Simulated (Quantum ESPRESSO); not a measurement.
# TaF3 (Pm-3m) in Quantum ESPRESSO: notebook, part 3 of 3

Quantum ESPRESSO 7.5. Earlier steps stand in the parts before.

## (4) Phonons, PBEsol, target pressure 15 GPa, at which the enthalpy is minimised

The input, pw.in:

```
&CONTROL
  calculation = 'scf'
  prefix = 'pwscf'
  outdir = './tmp'
  pseudo_dir = './pseudo'
  tprnfor = .true.
  tstress = .true.
  disk_io = 'low'
/
&SYSTEM
  ibrav = 0
  nat = 4
  ntyp = 2
  ecutwfc = 56
  ecutrho = 448
  nbnd = 25
  occupations = 'smearing'
  smearing = 'mv'
  degauss = 0.01469973
/
&ELECTRONS
  conv_thr = 8d-10
  electron_maxstep = 120
  mixing_beta = 0.5
/
ATOMIC_SPECIES
Ta   180.9479 ta_pbesol_v1.uspp.F.UPF
F     18.9984 f_pbesol_v1.4.uspp.F.UPF
CELL_PARAMETERS bohr
   7.3721995574    0.0000000000    0.0000000000
   0.0000000000    7.3721995574    0.0000000000
   0.0000000000    0.0000000000    7.3721995574
ATOMIC_POSITIONS bohr
Ta     0.0000000000    0.0000000000    0.0000000000
F      0.0000000000    0.0000000000    3.6860997787
F      0.0000000000    3.6860997787    0.0000000000
F      3.6860997787    0.0000000000    0.0000000000
K_POINTS automatic
7 7 7 0 0 0
```

The input, relax.in:

```
&CONTROL
  calculation = 'vc-relax'
  prefix = 'pwscf'
  outdir = './tmp'
  pseudo_dir = './pseudo'
  tprnfor = .true.
  tstress = .true.
  disk_io = 'low'
  nstep = 40
  forc_conv_thr = 0.0001
  etot_conv_thr = 1d-06
/
&SYSTEM
  ibrav = 0
  nat = 4
  ntyp = 2
  ecutwfc = 56
  ecutrho = 448
  nbnd = 25
  occupations = 'smearing'
  smearing = 'mv'
  degauss = 0.01469973
/
&ELECTRONS
  conv_thr = 8d-10
  electron_maxstep = 120
  mixing_beta = 0.5
/
&IONS
  ion_dynamics = 'bfgs'
/
&CELL
  cell_dynamics = 'bfgs'
  press = 150
  press_conv_thr = 0.2
/
ATOMIC_SPECIES
Ta   180.9479 ta_pbesol_v1.uspp.F.UPF
F     18.9984 f_pbesol_v1.4.uspp.F.UPF
CELL_PARAMETERS bohr
   7.3721995574    0.0000000000    0.0000000000
   0.0000000000    7.3721995574    0.0000000000
   0.0000000000    0.0000000000    7.3721995574
ATOMIC_POSITIONS bohr
Ta     0.0000000000    0.0000000000    0.0000000000
F      0.0000000000    0.0000000000    3.6860997787
F      0.0000000000    3.6860997787    0.0000000000
F      3.6860997787    0.0000000000    0.0000000000
K_POINTS automatic
7 7 7 0 0 0
```

The input, scf2.in:

```
&CONTROL
  calculation = 'scf'
  prefix = 'pwscf'
  outdir = './tmp'
  pseudo_dir = './pseudo'
  tprnfor = .true.
  tstress = .true.
  disk_io = 'low'
/
&SYSTEM
  ibrav = 0
  nat = 4
  ntyp = 2
  ecutwfc = 56
  ecutrho = 448
  nbnd = 25
  occupations = 'smearing'
  smearing = 'mv'
  degauss = 0.01469973
/
&ELECTRONS
  conv_thr = 1d-13
  electron_maxstep = 120
  mixing_beta = 0.5
  startingpot = 'file'
  startingwfc = 'file'
/
ATOMIC_SPECIES
Ta   180.9479 ta_pbesol_v1.uspp.F.UPF
F     18.9984 f_pbesol_v1.4.uspp.F.UPF
CELL_PARAMETERS bohr
   7.4459774354    0.0000000000    0.0000000000
   0.0000000000    7.4459774354    0.0000000000
   0.0000000000    0.0000000000    7.4459774354
ATOMIC_POSITIONS bohr
Ta     0.0000000000    0.0000000000    0.0000000000
F      0.0000000000    0.0000000000    3.7229887177
F      0.0000000000    3.7229887177    0.0000000000
F      3.7229887177    0.0000000000    0.0000000000
K_POINTS automatic
7 7 7 0 0 0
```

The input, ph.in:

```
phonons of TaF3
&INPUTPH
  prefix = 'pwscf'
  outdir = './tmp'
  tr2_ph = 1d-18
  fildyn = 'dyn'
  niter_ph = 90
  alpha_mix(1) = 0.4
/
0.0000000000 0.0000000000 0.0000000000
```

The input, dynmat.in:

```
&INPUT
  fildyn = 'dyn'
  asr = 'crystal'
  filout = 'dynmat.disp'
  fileig = 'dynmat.eig'
/
```

Potentials or basis: GBRV 1.5 PBEsol.

Launch:

```
> OMP_NUM_THREADS=1 mpirun -n 4 pw.x -nk 4 -in pw.in > pw.out
> OMP_NUM_THREADS=1 mpirun -n 4 pw.x -nk 4 -in relax.in > relax.out
> OMP_NUM_THREADS=1 mpirun -n 4 pw.x -nk 4 -in scf2.in > scf2.out
> OMP_NUM_THREADS=1 mpirun -n 4 ph.x -nk 4 -in ph.in > ph.out
> OMP_NUM_THREADS=1 mpirun -n 1 dynmat.x -in dynmat.in > dynmat.out
```

pw.out:

```text
This program is part of the open-source Quantum ESPRESSO suite
     for quantum simulation of materials; please cite
         "P. Giannozzi et al., J. Phys.:Condens. Matter 21 395502 (2009);
         "P. Giannozzi et al., J. Phys.:Condens. Matter 29 465901 (2017);
         "P. Giannozzi et al., J. Chem. Phys. 152 154105 (2020);
     in publications or presentations arising from this work. More details at

     Message from routine setup:
     using ibrav=0 with symmetry is DISCOURAGED, use correct ibrav instead

     K-points division:     npool     =       4
     Subspace diagonalization in iterative solution of the eigenvalue problem:
     a serial algorithm will be used

     G-vector sticks info
     --------------------
     sticks:   dense  smooth     PW     G-vecs:    dense   smooth      PW
     Sum        1933     973    293                64085    22743    3695

     Using Slab Decomposition

     bravais-lattice index     =            0
     lattice parameter (alat)  =       7.3722  a.u.
     unit-cell volume          =     400.6741 (a.u.)^3
     number of atoms/cell      =            4
     number of atomic types    =            2
     number of electrons       =        34.00
     number of Kohn-Sham states=           25
     kinetic-energy cutoff     =      56.0000  Ry
     charge density cutoff     =     448.0000  Ry
     scf convergence threshold =      8.0E-10
     mixing beta               =       0.5000
     number of iterations used =            8  plain     mixing
[... 92 lines left out ...]

     iteration #  1     ecut=    56.00 Ry     beta= 0.50
     Davidson diagonalization with overlap
     ethr =  1.00E-02,  avg # of iterations =  4.7

     Threshold (ethr) on eigenvalues was too large:
     Diagonalizing with lowered threshold

     Davidson diagonalization with overlap
     ethr =  9.20E-04,  avg # of iterations =  1.0

     negative rho (up, down):  9.692E-02 0.000E+00
[... 67 lines left out ...]
     iteration #  9     ecut=    56.00 Ry     beta= 0.50
     Davidson diagonalization with overlap
     ethr =  4.50E-11,  avg # of iterations =  2.5

     negative rho (up, down):  9.867E-02 0.000E+00

     End of self-consistent calculation

          k = 0.0000 0.0000 0.0000 (  2897 PWs)   bands (ev):

   -60.0932 -26.9444 -26.9444 -26.9444 -18.8875 -18.5729 -18.5729  -0.0895
    -0.0895  -0.0895   0.8385   0.8385   0.8385   0.8802   0.8802   0.8802
     8.7847   8.7847   8.7847   9.5624  12.6498  12.6498  18.6532  18.6532
    18.9545
[... 129 lines left out ...]
   -60.0880 -27.2910 -27.2906 -27.2906 -17.4910 -17.4737 -17.4737  -2.4696
    -2.4696  -2.4387  -1.2258  -1.2062  -1.2062   1.4612   1.4612   1.4788
    11.6620  11.7067  11.7067  13.8915  16.3665  16.9939  16.9939  17.5430
    17.5430

     the Fermi energy is    10.0504 ev

!    total energy              =    -287.48080409 Ry
     estimated scf accuracy    <          4.3E-11 Ry
     smearing contrib. (-TS)   =      -0.00138814 Ry
     internal energy E=F+TS    =    -287.47941595 Ry

     The total energy is F=E-TS. E is the sum of the following terms:
     one-electron contribution =    -160.81671150 Ry
     hartree contribution      =      95.19726517 Ry
     xc contribution           =     -69.90716862 Ry
     ewald contribution        =    -151.95280100 Ry

     convergence has been achieved in   9 iterations

     negative rho (up, down):  9.867E-02 0.000E+00

     Forces acting on atoms (cartesian axes, Ry/au):

     atom    1 type  1   force =     0.00000000    0.00000000    0.00000000
     atom    2 type  2   force =     0.00000000    0.00000000    0.00000000
     atom    3 type  2   force =     0.00000000    0.00000000    0.00000000
     atom    4 type  2   force =     0.00000000    0.00000000    0.00000000

     Total force =     0.000000     Total SCF correction =     0.000000

     Computing stress (Cartesian axis) and pressure

     negative rho (up, down):  9.867E-02 0.000E+00
          total   stress  (Ry/bohr**3)                   (kbar)     P=      207.41
   0.00140994   0.00000000   0.00000000          207.41        0.00        0.00
   0.00000000   0.00140994   0.00000000            0.00      207.41        0.00
   0.00000000   0.00000000   0.00140994            0.00        0.00      207.41

=------------------------------------------------------------------------------=
   JOB DONE.
=------------------------------------------------------------------------------=
```

scf2.out:

```text
This program is part of the open-source Quantum ESPRESSO suite
     for quantum simulation of materials; please cite
         "P. Giannozzi et al., J. Phys.:Condens. Matter 21 395502 (2009);
         "P. Giannozzi et al., J. Phys.:Condens. Matter 29 465901 (2017);
         "P. Giannozzi et al., J. Chem. Phys. 152 154105 (2020);
[... 322 lines left out ...]
   0.00000000   0.00102018   0.00000000            0.00      150.07        0.00
   0.00000000   0.00000000   0.00102018            0.00        0.00      150.07

=------------------------------------------------------------------------------=
   JOB DONE.
=------------------------------------------------------------------------------=
```

It took 4.5 min on 4 MPI ranks of Arm Neoverse V2, shared host; peak memory 0.76 GiB.

What came out:

```yaml
Free_energy: -3911.5759 eV
Relaxed_volume: 15.29 Å³/atom
Relaxed_cell: a = 3.940 Å, b = 3.940 Å, c = 3.940 Å, α = 90.00°, β = 90.00°, γ = 90.00°
Space_group_after_relaxing_to_0.05_Å: Pm-3m (No. 221)
Pressure_after_relaxing: 15.0 GPa
Band_gap_on_the_k_mesh: none (metal or under the smearing width)
Highest_phonon_frequency_at_Γ: 706 cm⁻¹
```

The path:
```tsv
step	energy change (eV)	largest force (eV/Å)	pressure (GPa)	volume (Å³)
1	0.0000	0.0000	20.74	59.37
2	-0.1957	0.0000	15.14	61.13
3	-0.1999	0.0000	15.00	61.17
4	-0.2000	0.0000	15.00	61.17
```

Final structure:
```
Ta F
1.0
     3.94024    0.00000    0.00000
     0.00000    3.94024    0.00000
     0.00000    0.00000    3.94024
Ta F
1 3
Direct
  0.00000 0.00000 0.00000
  0.00000 0.00000 0.50000
  0.00000 0.50000 0.00000
  0.50000 0.00000 0.00000
```

Levels at points of the mesh, in eV from the Fermi level:
| k point | band 14 | band 15 | band 16 | band 17 | band 18 | band 19 | band 20 | band 21 |
| --- | --- | --- | --- | --- | --- | --- | --- | --- |
| (0.00, 0.00, 0.00) | -8.99 | -8.99 | -8.99 | -1.20 | -1.20 | -1.20 | -0.40 | 2.43 |

Phonon frequencies in cm⁻¹ (negative: imaginary):
| q point | frequencies |
| --- | --- |
| (0.000, 0.000, 0.000) | -5 -5 -5 218 218 218 251 251 251 706 706 706 |

Optical modes at Γ, degenerate ones joined:
```tsv
cm⁻¹	components	symmetry	active in
218	3	T2u	silent
251	3	T1u	IR
706	3	T1u	IR
```

Caveat: the mesh is thin for the phonons of a metal; the cell is more than 3 GPa from zero pressure, which shifts response properties. Spin-orbit coupling is left out, which matters for the levels of Ta.

## (5) Summary

```csv
cell,gap on the mesh (eV),pressure (GPa)
relaxed to 5 GPa,none,5.0
relaxed to 10 GPa,none,10.0
relaxed to 15 GPa,none,15.0
```

Alike in all rows: task phonons; level PBEsol; potentials or basis GBRV 1.5 PBEsol; no spin polarisation; k mesh 7 × 7 × 7; cutoff (eV) 762; smearing cold 0.2 eV.

Caveats: the mesh is thin for the phonons of a metal; the cell is more than 3 GPa from zero pressure, which shifts response properties.

Absolute energies hang on the potentials; compare differences alone.
